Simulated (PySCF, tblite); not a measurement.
**C₅H₁₂FOPSi: geometry, infrared bands and NMR shifts**

Aim: predict the infrared bands and NMR shifts of C₅H₁₂FOPSi (`O=[P@@H]1CCC[C@@H](F)[C@@H]1[SiH3]`).

Programs: tblite 0.8.0 and PySCF 2.14.0, with density-fitted response routines of our own. Each step states its level of theory. These are calculated values for one molecule in the gas phase, unless marked as measured. Atoms count from 0, in the outputs and in this text.

## (1) The starting structure

21 atoms, charge 0, multiplicity 1; geometry from: force field or distance geometry start.

Bonds of the start (Å): O0–P1 1.52, P1–C2 1.83, C2–C3 1.54, C3–C4 1.51, C4–C5 1.52, C5–F6 1.38, C5–C7 1.50, C7–Si8 1.83, C7–P1 1.80, P1–H9 1.41, C2–H10 1.08, C2–H11 1.12, C3–H12 1.09, C3–H13 1.10, C4–H14 1.11, C4–H15 1.10, C5–H16 1.11, C7–H17 1.13, Si8–H18 1.48, Si8–H19 1.48, Si8–H20 1.47.

## (2) Geometry optimisation with GFN2-xTB

Job settings and geometry (Å):

```
{"job": {"kind": "relax", "xc": "GFN2-xTB", "basis": "xTB"}, "charge": 0, "multiplicity": 1}
O      0.455000     0.927200     2.028900
P      0.146700    -0.418500     1.403200
C      1.707700    -0.961000     0.610800
C      2.017900     0.160800    -0.394500
C      0.914200     0.287500    -1.420200
C     -0.359200     0.892100    -0.842700
F     -1.145600     1.272400    -1.914200
C     -0.972600    -0.174800     0.012700
Si    -2.716600     0.126400     0.497200
H     -0.323800    -1.345600     2.349400
H      2.505700    -1.153400     1.313400
H      1.406700    -1.848200    -0.003100
H      2.986400    -0.073600    -0.841500
H      2.152100     1.082800     0.192700
H      0.641400    -0.741600    -1.740800
H      1.278100     0.869500    -2.277600
H     -0.070500     1.798600    -0.263100
H     -0.950100    -1.129800    -0.582600
H     -3.236000    -1.106900     1.122000
H     -3.533300     0.337600    -0.715200
H     -2.913000     1.215500     1.464600
```

On the command line:

```bash
> OMP_NUM_THREADS=1 python probes_run.py task.json out
```

The driver reads the jobs from task.json and runs them one after another.

**Question.** This job is followed by: GFN2-xTB harmonic vibrations, gas phase; GIAO PBE0/pcSseg-1 NMR shielding, non-relativistic, gas phase. What will the session give for the following? strongest single infrared mode (GFN2-xTB); zero-point energy (GFN2-xTB); 13C shifts against TMS (PBE0/pcSseg-1); 1H shifts against TMS (PBE0/pcSseg-1, means over atoms taken as alike); 17O shifts against H2O (PBE0/pcSseg-1); 31P shifts against H3PO4 (PBE0/pcSseg-1); 19F shifts against CFCl3 (PBE0/pcSseg-1); 29Si shifts against TMS (PBE0/pcSseg-1).

**Answer**, as computed:

```
                                                              quantity                                                           value
                             strongest single infrared mode (GFN2-xTB)                                           2257 cm⁻¹, 477 km/mol
                                          zero-point energy (GFN2-xTB)                                                   99.4 kcal/mol
                                13C shifts against TMS (PBE0/pcSseg-1)                                93.3, 40.8, 35.1, 32.7, 20.9 ppm
1H shifts against TMS (PBE0/pcSseg-1, means over atoms taken as alike)  7.46, 5.11, 4.14, 2.43, 2.31, 2.01, 1.97, 1.42, 1.00, 0.99 ppm
                                17O shifts against H2O (PBE0/pcSseg-1)                                                        83.7 ppm
                              31P shifts against H3PO4 (PBE0/pcSseg-1)                                                        -9.2 ppm
                              19F shifts against CFCl3 (PBE0/pcSseg-1)                                                      -191.4 ppm
                               29Si shifts against TMS (PBE0/pcSseg-1)                                                       -73.4 ppm
```

What this shows: Over 95 steps the energy fell by 0.677 eV; of the close pairs, C7–Si8 changed most, 1.835 to 1.909 Å. No mode is imaginary among the 57: a minimum at this level. The strongest single mode, at 2257 cm⁻¹, moves mainly H18 and H9. Unscaled tight-binding wavenumbers are off by several per cent, some by more. Its intensities can rank the bands wrongly. At PBE0/pcSseg-1: Shielding is most anisotropic at P1 (span 249 ppm, paramagnetic term -638 ppm).
